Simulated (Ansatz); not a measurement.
# C₂H₉AlSi: a ladder of functionals and wavefunction methods

The task here is to estimate one member of a computed series from the others.

The runs use Ansatz 0.2.0, Gaussian basis; functionals in def2-TZVPP, the program's frozen cores in correlated methods.

The runs, in order: PBE-D4, r2SCAN-D4, PBE0-D4, B3LYP-D4, ωB97X-V, ωB97M-V, B2PLYP; CCSD(T)/def2-TZVPP; MP2/def2-QZVPP; extrapolation to the limit.

## The geometry

All runs share one geometry, relaxed beforehand with PBE0-D4 in a triple-zeta def2 set.

13 atoms, charge 0, spin multiplicity 1.

Atoms are counted from 1 here; the program's logs count them from 0.

Bond lengths: C1–Al2 1.956 Å, C1–H5 1.096 Å, C1–H6 1.092 Å, C1–H7 1.096 Å, Al2–Si3 2.462 Å, Al2–H8 1.595 Å, Si3–C4 1.886 Å, Si3–H9 1.496 Å, Si3–H10 1.496 Å, C4–H11 1.092 Å, C4–H12 1.092 Å, C4–H13 1.092 Å. Angles: Al2–C1–H5 110.5°, Al2–C1–H6 113.7°, Al2–C1–H7 110.3°, H5–C1–H6 108.0°, H5–C1–H7 106.1°, H6–C1–H7 107.9°, C1–Al2–Si3 122.0°, C1–Al2–H8 118.2°, Si3–Al2–H8 119.8°, Al2–Si3–C4 114.1°, Al2–Si3–H9 109.8°, Al2–Si3–H10 109.7°, C4–Si3–H9 108.8°, C4–Si3–H10 108.8°, H9–Si3–H10 105.3°, Si3–C4–H11 110.8°, Si3–C4–H12 110.8°, Si3–C4–H13 111.1° and more.

Set-up of the first run:

Contents of in.yaml:

```yaml
crystal:
  periodic: [false, false, false]
  atoms:
    - {symbol: C, position_ang: [-1.922846, 1.396536, -0.072723]}
    - {symbol: Al, position_ang: [-1.225018, -0.192340, -0.976039]}
    - {symbol: Si, position_ang: [0.947937, -1.185088, -0.379900]}
    - {symbol: C, position_ang: [1.859537, -0.273387, 0.996535]}
    - {symbol: H, position_ang: [-2.904067, 1.187812, 0.367903]}
    - {symbol: H, position_ang: [-1.271199, 1.773703, 0.718407]}
    - {symbol: H, position_ang: [-2.079763, 2.206452, -0.794162]}
    - {symbol: H, position_ang: [-2.105277, -0.849604, -2.132500]}
    - {symbol: H, position_ang: [1.829106, -1.238850, -1.587991]}
    - {symbol: H, position_ang: [0.755358, -2.610629, 0.032270]}
    - {symbol: H, position_ang: [1.262567, -0.255489, 1.911174]}
    - {symbol: H, position_ang: [2.060831, 0.761084, 0.709122]}
    - {symbol: H, position_ang: [2.813335, -0.754799, 1.222805]}
basis:
  gaussian: {orbitals: def2-TZVPP}
hamiltonian: {xc: pbe, dispersion: d4}
output: {forces: true, orbitals: {seedname: orbitals}}
```

Launch:

```console
$ ansatz run in.yaml --threads 4 --pin off --events-out ev --progress --plain --max-ram 10444MiB
```

Among the steps run: PBE-D4 (GGA); r2SCAN-D4 (meta-GGA); PBE0-D4 (hybrid); B3LYP-D4 (hybrid); ωB97X-V (range-separated); ωB97M-V (range-separated); B2PLYP (double hybrid); CCSD(T) in def2-TZVPP; MP2 in def2-QZVPP.

One of the session's tables, all rows but one given; the rest of the session is left out.

| method | atomisation energy (kcal/mol) |
| --- | --- |
| PBE-D4 | 1034.5 |
| r2SCAN-D4 | 1035.6 |
| PBE0-D4 | 1030.1 |
| B3LYP-D4 | 1033.3 |
| ωB97X-V | 1038.0 |
| ωB97M-V | 1034.5 |
| B2PLYP | 1021.0 |
| HF/def2-TZVPP | 793.8 |
| MP2/def2-TZVPP | ? |
| CCSD/def2-TZVPP | 1002.4 |
| CCSD(T)/def2-TZVPP | 1011.8 |
| MP2/CBS | 1032.1 |
| CCSD(T)/CBS | 1034.3 |

Q: Estimate the row for MP2/def2-TZVPP from the others.

As computed: atomisation energy (kcal/mol): 1009.6. In the column «atomisation energy (kcal/mol)» it lies between CCSD/def2-TZVPP (1002.4) and CCSD(T)/def2-TZVPP (1011.8).
